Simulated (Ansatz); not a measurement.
# CH6AlBrSi: a ladder of functionals and wavefunction methods

How much do the methods differ for CH6AlBrSi? The plan is to run it at one geometry with functionals of several rungs and with coupled cluster. The yardstick is the atomisation energy at the CCSD(T) limit.

The runs use Ansatz 0.2.0, Gaussian basis; functionals in def2-TZVPP, the program's frozen cores in correlated methods.

Plan: PBE-D4, r2SCAN-D4, PBE0-D4, B3LYP-D4, ωB97X-V, ωB97M-V, B2PLYP; CCSD(T)/def2-TZVPP; MP2/def2-QZVPP; extrapolation to the limit.

## (1) The geometry

All runs share one geometry, relaxed beforehand with PBE0-D4 in a triple-zeta def2 set.

SMILES `[CH3][Al]([SiH3])[Br]`, 10 atoms, charge 0, spin multiplicity 1.

Atoms are counted from 1 here; the program's logs count them from 0.

Bond lengths: C1–Al2 1.943 Å, C1–H5 1.095 Å, C1–H6 1.095 Å, C1–H7 1.092 Å, Al2–Si3 2.450 Å, Al2–Br4 2.272 Å, Si3–H8 1.488 Å, Si3–H9 1.492 Å, Si3–H10 1.492 Å. Angles: Al2–C1–H5 110.5°, Al2–C1–H6 110.5°, Al2–C1–H7 112.4°, H5–C1–H6 106.6°, H5–C1–H7 108.3°, H6–C1–H7 108.3°, C1–Al2–Si3 125.2°, C1–Al2–Br4 118.2°, Si3–Al2–Br4 116.6°, Al2–Si3–H8 112.6°, Al2–Si3–H9 110.4°, Al2–Si3–H10 110.5°, H8–Si3–H9 108.1°, H8–Si3–H10 108.1°, H9–Si3–H10 106.9°.

Geometry (Å):

```mol
CH6AlBrSi
  3D, bonds by distance, orders not assigned

 10  9  0  0  0  0  0  0  0  0999 V2000
   -0.7395    1.6198   -0.7847 C   0  0
   -0.5094   -0.2839   -0.4718 Al  0  0
    1.0992   -1.2733    1.0887 Si  0  0
   -1.8233   -1.7305   -1.6308 Br  0  0
    0.1984    2.0683   -1.1286 H   0  0
   -1.0084    2.1313    0.1455 H   0  0
   -1.5124    1.8285   -1.5268 H   0  0
    1.0377   -2.7595    1.1071 H   0  0
    0.8507   -0.7811    2.4751 H   0  0
    2.4900   -0.8706    0.7290 H   0  0
  1  2  8  0
  2  3  8  0
  2  4  8  0
  1  5  8  0
  1  6  8  0
  1  7  8  0
  3  8  8  0
  3  9  8  0
  3 10  8  0
M  END
```

## (2) PBE-D4 (GGA)

in.yaml reads:

```yaml
crystal:
  periodic: [false, false, false]
  atoms:
    - {symbol: C, position_ang: [-0.739479, 1.619838, -0.784662]}
    - {symbol: Al, position_ang: [-0.509370, -0.283901, -0.471819]}
    - {symbol: Si, position_ang: [1.099216, -1.273349, 1.088734]}
    - {symbol: Br, position_ang: [-1.823310, -1.730514, -1.630760]}
    - {symbol: H, position_ang: [0.198427, 2.068308, -1.128632]}
    - {symbol: H, position_ang: [-1.008421, 2.131270, 0.145545]}
    - {symbol: H, position_ang: [-1.512445, 1.828471, -1.526841]}
    - {symbol: H, position_ang: [1.037746, -2.759518, 1.107141]}
    - {symbol: H, position_ang: [0.850708, -0.781131, 2.475078]}
    - {symbol: H, position_ang: [2.490028, -0.870574, 0.729016]}
basis:
  gaussian: {orbitals: def2-TZVPP}
hamiltonian: {xc: pbe, dispersion: d4}
output: {forces: true, orbitals: {seedname: orbitals}}
```

Command:

```bash
> ansatz run in.yaml --threads 4 --pin off --events-out ev --progress --plain --max-ram 10444MiB
```

The runs that follow: r2SCAN-D4 (meta-GGA); PBE0-D4 (hybrid); B3LYP-D4 (hybrid); ωB97X-V (range-separated); ωB97M-V (range-separated); B2PLYP (double hybrid); CCSD(T) in def2-TZVPP; MP2 in def2-QZVPP.

Before running them: what should the planned runs give, taken together? Wanted: atomisation energy, CCSD(T)/CBS; farthest; mean size of error, hybrid; mean size of error, range-separated; gap, smallest and largest; T1 diagnostic; triples share of the correlation energy.

**Answer**, as computed:

| quantity | value |
| --- | --- |
| atomisation energy, CCSD(T)/CBS | 756.2 kcal/mol |
| functionals within 7.6 kcal/mol (1.0 %) | PBE-D4, r2SCAN-D4, PBE0-D4, B3LYP-D4, ωB97X-V, ωB97M-V |
| farthest | B2PLYP (-14.1 kcal/mol) |
| mean size of error, hybrid | 6.4 kcal/mol |
| mean size of error, range-separated | 2.3 kcal/mol |
| gap, smallest and largest | 3.95 eV (PBE-D4), 9.95 eV (ωB97X-V) |
| T1 diagnostic | 0.0097 |
| triples share of the correlation energy | 3.4 % |

**Reading.** PBE-D4 misses by -4.4 kcal/mol. Double hybrids carry the basis error of their MP2 part in triple zeta, and no dispersion term here, so their miss is partly the set-up's. The reference freezes the cores and leaves out relativity and excitations past (T), and its outer-core shells are covered unevenly, so misses under about 7.6 kcal/mol can't be ranked. All levels share the lack of spin-orbit coupling, which lowers the free heavy atoms and so the true binding. Hartree-Fock recovers 77 % of the binding; the rest is correlation. The gap grows from 4.0 to 9.9 eV across the functionals, mostly with the share of exact exchange. Correlated methods include outer-core shells of Br, which these sets cover unevenly.
